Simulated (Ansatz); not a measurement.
# BeSi: the cost of one run

Method: DFT PBE, scalar-relativistic, plane waves, PAW, in Ansatz 0.2.0.

**1. The system as given**

The structure is trigonal, space group R-3m (No. 166). The conventional cell has a = 2.510 Å, b = 2.510 Å, c = 11.990 Å, α = 90.00°, β = 90.00°, γ = 120.00°. Around Be (site symmetry -3m) lie 6 Si at 2.47 Å and 6 Be at 2.51 Å. Si (site symmetry -3m) has 6 Be at 2.47 Å and 6 Si at 2.51 Å as nearest neighbours.

Coordinates:

```
CELL_PARAMETERS angstrom
1.25477 0.72444 3.99667
-1.25477 0.72444 3.99667
0.00000 -1.44888 3.99667
ATOMIC_POSITIONS crystal
Be 0.00000 0.00000 0.00000
Si 0.50000 0.50000 0.50000
```

This is candidate A: CuPt (L1_1) type (R-3m, No. 166).

(A quick probe on a coarse mesh, which set the mesh and smearing, is not shown.)

**3. Rough relaxation on the coarse mesh (candidate A)**

The input, input.yaml:

```yaml
crystal:
  lattice:
    - [1.254767003, 0.7244400669, 3.9966652687]
    - [-1.254767003, 0.7244400669, 3.9966652687]
    - [0.0, -1.4488801339, 3.9966652687]
  atoms:
    - { symbol: Be, position: [0.0, 0.0, 0.0] }
    - { symbol: Si, position: [0.5, 0.5, 0.5] }
basis:
  ecutwfc: 420
kpoints:
  mp_grid: { grid: [6, 6, 6] }
hamiltonian:
  xc: pbe
scf:
  occupations: { method: gaussian, width: 0.1 }
  lower_state_search: "off"
output:
  forces: true
  stress: true
  eigenvalues: true
relax:
  adjacent_minimum: "off"
  f_tol: 0.04
  max_steps: 70
  cell: { stress_tol: 0.4 }
```

Command:

```sh
> ansatz run input.yaml --threads 1 --pin off --max-ram 2560MiB --backend cpu --events-out ev --progress --plain --runs-dir out
```

**Question.** How long does this run take on 1 thread of Intel Xeon Platinum 8488C (Sapphire Rapids), shared host, and how much memory does it need?

About 3.6 s, with a peak of 0.31 GiB.
